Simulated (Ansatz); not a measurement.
Geometry optimisation, Ansatz 0.2.0, DFT LDA, scalar-relativistic, plane waves, PAW.

input.yaml

```yaml
crystal:
  lattice:
    - [0.0, 5.43, 5.43]
    - [5.43, 0.0, 5.43]
    - [5.43, 5.43, 0.0]
  atoms:
    - { symbol: Si, position: [0.0, 0.0, 0.0] }
    - { symbol: Si, position: [0.125, 0.125, 0.125] }
    - { symbol: Si, position: [0.0, 0.0, 0.5] }
    - { symbol: Si, position: [0.125, 0.125, 0.625] }
    - { symbol: Si, position: [0.0, 0.5, 0.0] }
    - { symbol: Si, position: [0.125, 0.625, 0.125] }
    - { symbol: Si, position: [0.0, 0.5, 0.5] }
    - { symbol: Si, position: [0.125, 0.625, 0.625] }
    - { symbol: Si, position: [0.5, 0.0, 0.0] }
    - { symbol: Si, position: [0.625, 0.125, 0.125] }
    - { symbol: Si, position: [0.5, 0.0, 0.5] }
    - { symbol: Si, position: [0.625, 0.125, 0.625] }
    - { symbol: Si, position: [0.5, 0.5, 0.0] }
    - { symbol: Si, position: [0.625, 0.625, 0.125] }
    - { symbol: Si, position: [0.5, 0.5, 0.5] }
    - { symbol: Si, position: [0.625, 0.625, 0.625] }
    - { symbol: Si, position: [0.37964576, 0.88661317, 0.86572138] }
basis:
  ecutwfc: 420.0
kpoints:
  mp_grid: { grid: [2, 2, 2] }
hamiltonian:
  xc: lda
  pseudopotentials: { kind: paw, azcp: { folder: soft_1 } }
scf:
  occupations: { method: fermi_dirac, width: 0.05 }
  lower_state_search: "off"
relax:
  f_tol: 0.03
  max_steps: 60
  adjacent_minimum: "off"
```

Command:

```bash
$ ansatz run input.yaml --threads 1 --pin off --max-ram 3072MiB --backend cpu --events-out ev --progress --plain --runs-dir out
```

Where does it end, and by what steps?

The run converged. The force dipped under the threshold on the way, but the program's further checks kept it going. Limits of this set-up: coarse k mesh, PAW files made for another functional, a small cell, in which the defect meets its images. After 3 steps the energy has fallen by 0.142 eV; Si17 moved furthest, 0.08 Å.

```
step  energy less start (eV)  largest force component (eV/Å)  accepted
   0                  0.0000                           0.774       yes
   1                 -0.1173                           0.374       yes
   2                 -0.1420                           0.026       yes
   3                 -0.1420                           0.026       yes
```

```xyz
17
Lattice="0.0000 5.4300 5.4300 5.4300 0.0000 5.4300 5.4300 5.4300 0.0000" Properties=species:S:1:pos:R:3
Si 0.022 -0.022 -0.017
Si 1.392 1.358 1.362
Si 2.709 2.721 -0.002
Si 4.071 4.037 1.362
Si 2.711 -0.005 2.723
Si 4.074 1.356 4.042
Si 5.434 2.718 2.723
Si 6.787 4.072 4.074
Si 0.024 2.737 2.743
Si 1.360 4.069 4.082
Si 2.692 5.405 2.743
Si 4.072 6.787 4.113
Si 2.698 2.732 5.416
Si 4.075 4.106 6.793
Si 5.436 5.423 5.429
Si 6.754 6.785 6.793
Si 9.505 6.784 6.798
```

Whether the end is a true minimum wasn't checked by a vibrational analysis.

The run took 14 s on 1 thread of Arm Neoverse V2, with other jobs on the host, peak memory 0.45 GiB.
